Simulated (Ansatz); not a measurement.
A nudged elastic band was laid between two geometries of a periodic cell of 27 atoms, Zn$_{4}$In$_{4}$Ga$_{4}$O$_{14}$F (host ZnInGaO4, host structure R3m, dopant F, one O atom removed), cell charge +2.

These are results of DFT PBE, scalar-relativistic, plane waves, PAW (Ansatz 0.2.0), not measurements. Settings: PAW set soft_1, cutoff 420 eV, k mesh 2x2x2, fermi-dirac smearing 0.02 eV, spin collinear.

```
movable images  : 5
climbing image  : yes
spring          : 5.0 eV/Å²
optimiser       : fire
start path      : straight line
force threshold : 0.05 eV/Å
iteration limit : 33
end points      : relaxed
```

Image 0:

```xyz
27
Lattice="-3.3607 -1.9403 8.7134 3.3607 -1.9403 8.7134 0.0000 3.8805 8.7134" Properties=species:S:1:pos:R:3
Zn 0.007 0.093 5.884
In 0.008 0.002 -0.047
Ga 0.007 0.013 20.579
O 0.007 -0.034 7.811
O 0.008 -0.027 18.628
O 0.007 -0.007 22.557
Zn 0.007 -1.964 14.394
In 0.007 -1.976 8.834
Ga 0.008 1.948 11.684
O 0.008 -1.928 16.382
O 0.008 1.993 9.815
O 0.007 -1.928 11.891
F 0.008 1.990 13.960
Zn -1.793 0.874 14.439
In -1.702 0.962 8.786
Ga 1.608 -0.913 11.829
O -1.645 0.951 16.398
O 1.777 -1.002 9.937
O -1.606 1.016 11.990
O 1.775 -1.050 13.760
Zn 1.809 0.873 14.440
In 1.718 0.963 8.786
Ga -1.593 -0.913 11.830
O 1.660 0.951 16.399
O -1.762 -1.002 9.938
O 1.621 1.016 11.989
O -1.762 -1.051 13.760
```

Image 6:

Only the atoms that move by more than 0.05 Å are listed.
```
Zn1 0.000 0.142 5.860
O4 0.000 -0.050 7.754
Ga9 0.000 1.828 11.516
O11 0.000 1.959 9.707
F13 0.000 3.709 11.958
In15 -1.720 0.965 8.721
O18 1.739 -0.943 9.946
O19 -1.567 1.054 12.119
O20 1.740 -1.023 13.797
In22 1.720 0.965 8.721
O25 -1.739 -0.943 9.946
O26 1.567 1.054 12.119
O27 -1.740 -1.023 13.797
```

Problem. What changes between the two ends?

Solution. The atom that moves furthest is F13, by 2.64 Å; four of its nearest neighbours are Zn1 2.08, Zn14 2.17, Zn21 2.17, Ga9 2.28 Å at the first end and Ga9 1.93, Ga16 2.15, Ga23 2.15, Zn1 2.63 Å at the last.

Problem. Give the energies along the band, and the barrier.

Solution. It converged. The highest image is number 3 of 0 to 6, 0.55 eV above the first end and 0.64 eV above the last; the last end lies 0.09 eV below the first. By the program's own check the climbing image is a first-order saddle point (lowest curvatures found: -1.42 and 0.50 eV/Å²). Limits of this set-up: coarse k mesh, a small cell, in which the defect meets its images, a typed lattice constant that wasn't relaxed here, charged cell in a uniform background, uncorrected.

| image | path coordinate (Å) | energy (eV) |
| --- | --- | --- |
| 0 | 0.00 | 0.00 |
| 1 | 0.44 | 0.13 |
| 2 | 0.88 | 0.39 |
| 3 | 1.30 | 0.55 |
| 4 | 1.78 | 0.39 |
| 5 | 2.25 | 0.08 |
| 6 | 2.72 | -0.09 |

Problem. What is the geometry of the highest image?

Solution. 
```xyz
27
Lattice="-3.3607 -1.9403 8.7134 3.3607 -1.9403 8.7134 0.0000 3.8805 8.7134" Properties=species:S:1:pos:R:3
Zn 0.004 0.228 5.915
In 0.004 0.029 -0.052
Ga 0.004 0.012 20.565
O 0.004 -0.031 7.800
O 0.004 -0.029 18.623
O 0.004 0.024 22.545
Zn 0.004 -1.928 14.392
In 0.004 -1.956 8.865
Ga 0.004 1.739 11.559
O 0.004 -1.921 16.375
O 0.004 1.997 9.764
O 0.004 -1.932 11.894
F 0.004 2.849 13.038
Zn -1.838 0.889 14.450
In -1.719 0.968 8.748
Ga 1.629 -0.935 11.853
O -1.632 0.987 16.380
O 1.774 -1.003 9.946
O -1.627 0.980 12.010
O 1.725 -0.981 13.805
Zn 1.845 0.889 14.450
In 1.727 0.968 8.748
Ga -1.622 -0.935 11.853
O 1.640 0.987 16.380
O -1.766 -1.002 9.946
O 1.635 0.980 12.009
O -1.718 -0.981 13.805
```

Run time: 24 min on 4 threads of Arm Neoverse V2, with other jobs on the host, peak memory 4.9 GiB.
